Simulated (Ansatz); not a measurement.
This script for Ansatz's Python interface starts 6 runs on CH3BF2S, SMILES CSB(F)F. What input does the engine get in each?

Script `methods_ch3bf2s.py`:
```python
# -*- coding: utf-8 -*-
"""One geometry of CH3BF2S, method by method."""

from pathlib import Path
import warnings

import ansatz as az
import numpy as np

warnings.simplefilter("ignore", az.DeckWarning)

geometry_ang = [
    ("C", (-0.7719, -0.0302, 0.9079)),
    ("S", (0.9723, -0.2744, 0.8409)),
    ("B", (1.0594, -0.0568, -1.0428)),
    ("F", (1.0078, -1.1908, -1.9008)),
    ("F", (1.3355, 1.2419, -1.6107)),
    ("H", (-1.0604, 1.045, 0.5121)),
    ("H", (-1.1383, -0.0574, 1.9518)),
    ("H", (-1.3122, -0.7346, 0.2858)),
]
mol = az.Crystal.molecule()
for symbol, xyz in geometry_ang:
    mol = mol.atom(symbol, xyz)

job = mol.calculation().basis(gaussian="def2-SVP")

print("functional    E (Ha)        dipole (D)   HOMO (eV)  LUMO (eV)")
for name in ["revpbe", "r2scan0", "b3lyp", "lc_wpbe", "r2scan", "pbe0"]:
    data = job.functional(name).forces().orbitals().run(runs_dir="runs").report
    lines = Path(data["orbitals_path"]).read_text().splitlines()
    field_of = lambda key: [line.split("=")[1].strip() for line in lines if line.startswith(key)]
    orbitals = [(27.211386 * float(e), s, float(n)) for e, s, n in zip(field_of("Ene="), field_of("Spin="), field_of("Occup="))]
    homo = max(e for e, _, n in orbitals if n > 0.5)
    lumo = min(e for e, _, n in orbitals if n < 0.5)
    dipole = 4.803205 * np.linalg.norm(data["charge_distribution"]["dipole_moment_e_ang"])
    print(f"{name:10s} {data['free_energy_ev'] / 27.211386246:14.6f} {dipole:9.3f} {homo:11.3f} {lumo:10.3f}")
```

Run 1:
```yaml
crystal:
  periodic: [false, false, false]
  atoms:
    - { symbol: C, position_ang: [-0.7719, -0.0302, 0.9079] }
    - { symbol: S, position_ang: [0.9723, -0.2744, 0.8409] }
    - { symbol: B, position_ang: [1.0594, -0.0568, -1.0428] }
    - { symbol: F, position_ang: [1.0078, -1.1908, -1.9008] }
    - { symbol: F, position_ang: [1.3355, 1.2419, -1.6107] }
    - { symbol: H, position_ang: [-1.0604, 1.045, 0.5121] }
    - { symbol: H, position_ang: [-1.1383, -0.0574, 1.9518] }
    - { symbol: H, position_ang: [-1.3122, -0.7346, 0.2858] }
basis:
  gaussian:
    orbitals: def2-SVP
hamiltonian:
  xc: revpbe
output:
  orbitals: {}
  forces: true
```

Run 2, against run 1:
```diff
-  xc: revpbe
+  xc: r2scan0
```

Run 3, against run 1:
```diff
-  xc: revpbe
+  xc: b3lyp
```

Run 4, against run 1:
```diff
-  xc: revpbe
+  xc: lc_wpbe
```

Run 5, against run 1:
```diff
-  xc: revpbe
+  xc: r2scan
```

Run 6, against run 1:
```diff
-  xc: revpbe
+  xc: pbe0
```

```console
$ python methods_ch3bf2s.py
functional    E (Ha)        dipole (D)   HOMO (eV)  LUMO (eV)
revpbe        -662.258620     1.836      -5.759     -2.311
r2scan0       -662.225074     2.104      -7.362     -1.286
b3lyp         -662.435082     1.947      -6.834     -1.656
lc_wpbe       -662.148172     1.996      -9.914      0.994
r2scan        -662.263198     1.997      -6.139     -2.130
pbe0          -662.003589     2.025      -7.147     -1.479
```

Notes:
- Total energies depend on the basis set; only differences at equal settings carry meaning.
- The geometry is a force-field or estimated start, not a minimum of this method, and the basis set is short of its limit. A lower total doesn't mark the better method: functionals have no common bound, and MP2 and coupled cluster aren't variational.
- b3lyp holds the VWN-RPA fit, as in Gaussian; the form of ORCA and Turbomole is b3lyp5.
- Levels such as HOMO and LUMO are orbital energies: with these approximate functionals they aren't the ionisation energy and electron affinity, and their gap isn't the fundamental gap.
- Wall time of the script: 18 s on 1 thread of Arm Neoverse V2, with other jobs on the host, peak memory 0.25 GiB.
